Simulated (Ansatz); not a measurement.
# ClW: the cost of one run

Computed with Ansatz 0.2.0, Gaussian basis. Level: def2-TZVPP, core rule «outside noble gas», up to 9 orbitals frozen.

To be run: UHF; ROHF; CCSD(T) on UHF.

### Step 1. The geometry

The geometry is a PBE0/def2-TZVP stationary point (not a proven minimum) of the parent state, kept for this charge and spin. No spin-orbit coupling is included. Elements past krypton take def2 core potentials.

2 atoms, charge 1, spin multiplicity 3.

Atoms are counted from 1 here; the program's logs count them from 0.

Bond lengths: W1–Cl2 2.156 Å.

### Step 2. UHF

in.yaml

```yaml
crystal:
  periodic: [false, false, false]
  atoms:
    - {symbol: W, position_ang: [0.000000, 0.000000, 0.000000]}
    - {symbol: Cl, position_ang: [0.000000, 0.000000, 2.156200]}
basis:
  gaussian: {orbitals: def2-TZVPP}
total_charge: 1
magnetization: {spin_polarized: true, initial_magnetization: 2}
hamiltonian: {xc: hf}
output: {orbitals: {seedname: orbitals}}
```

On the command line:

```
ansatz run in.yaml --threads 1 --pin off --events-out ev --progress --plain --max-ram 4096MiB --backend cpu
```

Q: Estimate wall time and peak memory on 1 thread of AMD EPYC 7R13, shared host.

About 18 s, with a peak of 0.26 GiB.
